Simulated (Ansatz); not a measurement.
**C2H7FOSi2: geometry optimisation**

What shape does C2H7FOSi2 take? The plan is to relax it.

Method: RKS PBE0-D4/def2-TZVP; program: Ansatz 0.2.0, Gaussian basis.

Plan: relaxation at PBE0-D4/def2-TZVP.

1 further run of the same task is left out (set aside as unsound or not needed).

## Step 1: Starting geometry

SMILES `C=C[SiH2]O[SiH2]F`, 13 atoms, charge 0, spin multiplicity 1.

Atoms are counted from 1 here; the program's logs count them from 0.

Bond lengths: C1–C2 1.324 Å, C1–H7 1.079 Å, C1–H8 1.080 Å, C2–Si3 1.882 Å, C2–H9 1.084 Å, Si3–O4 1.629 Å, Si3–H10 1.463 Å, Si3–H11 1.464 Å, O4–Si5 1.602 Å, Si5–F6 1.606 Å, Si5–H12 1.451 Å, Si5–H13 1.449 Å. Angles: C2–C1–H7 121.3°, C2–C1–H8 122.9°, H7–C1–H8 115.8°, C1–C2–Si3 125.1°, C1–C2–H9 118.3°, Si3–C2–H9 116.6°, C2–Si3–O4 110.4°, C2–Si3–H10 111.7°, C2–Si3–H11 111.3°, O4–Si3–H10 105.7°, O4–Si3–H11 104.0°, H10–Si3–H11 113.3°, Si3–O4–Si5 162.4°, O4–Si5–F6 107.7°, O4–Si5–H12 110.2°, O4–Si5–H13 107.3°, F6–Si5–H12 105.4°, F6–Si5–H13 106.8° and more.

Geometry (Å):

```
atom    x (Å)    y (Å)    z (Å)
  C1   0.8835  -0.4535  -1.7345
  C2  -0.4064  -0.1543  -1.7619
 Si3  -1.4323   0.3481  -0.2660
  O4  -0.5581   0.1967   1.1001
 Si5   0.6661   0.0217   2.1185
  F6   1.8117   1.0630   1.6902
  H7   1.4454  -0.4255  -0.8141
  H8   1.4396  -0.7341  -2.6168
  H9  -0.9231  -0.1924  -2.7142
 H10  -1.8256   1.7561  -0.3291
 H11  -2.5623  -0.5611  -0.0649
 H12   1.2625  -1.2925   1.9643
 H13   0.1988   0.4277   3.4284
```

The start is a GFN2-xTB geometry.

## Step 2: Optimising with PBE0-D4/def2-TZVP

in.yaml

```yaml
crystal:
  periodic: [false, false, false]
  atoms:
    - {symbol: C, position_ang: [0.883490, -0.453450, -1.734530]}
    - {symbol: C, position_ang: [-0.406370, -0.154290, -1.761920]}
    - {symbol: Si, position_ang: [-1.432280, 0.348070, -0.265970]}
    - {symbol: O, position_ang: [-0.558070, 0.196680, 1.100130]}
    - {symbol: Si, position_ang: [0.666140, 0.021750, 2.118460]}
    - {symbol: F, position_ang: [1.811720, 1.062990, 1.690230]}
    - {symbol: H, position_ang: [1.445450, -0.425500, -0.814110]}
    - {symbol: H, position_ang: [1.439610, -0.734080, -2.616760]}
    - {symbol: H, position_ang: [-0.923070, -0.192390, -2.714150]}
    - {symbol: H, position_ang: [-1.825580, 1.756130, -0.329150]}
    - {symbol: H, position_ang: [-2.562340, -0.561140, -0.064900]}
    - {symbol: H, position_ang: [1.262490, -1.292490, 1.964280]}
    - {symbol: H, position_ang: [0.198810, 0.427710, 3.428390]}
basis:
  gaussian: {orbitals: def2-TZVP}
hamiltonian: {xc: pbe0, dispersion: d4}
relax: {f_tol: 0.005, max_steps: 150}
```

The run is started by

```
> ansatz run in.yaml --threads 2 --pin off --events-out ev --progress --plain --max-ram 22528MiB --backend cuda --devices 0, --max-vram 18GiB
```

Q: Predict the results of all the runs planned. Wanted: point group; shift from the start; total energy; dispersion term; dipole moment.

**Answer**, as computed:

| quantity | value |
| --- | --- |
| point group | C1 |
| steps | 45 |
| shift from the start (rms) | 0.681 Å |
| total energy | -22700.4011 eV |
| dispersion term | -268 meV |
| dipole moment | 0.85 D |

What this shows: The relaxed geometry lies 0.68 Å (rms) from the start; the bond that changed most is C2–Si3, from 1.882 to 1.851 Å. No vibrations were run, so it is not proven to be a minimum. The largest Mulliken charge, +0.54 e, sits on Si5.
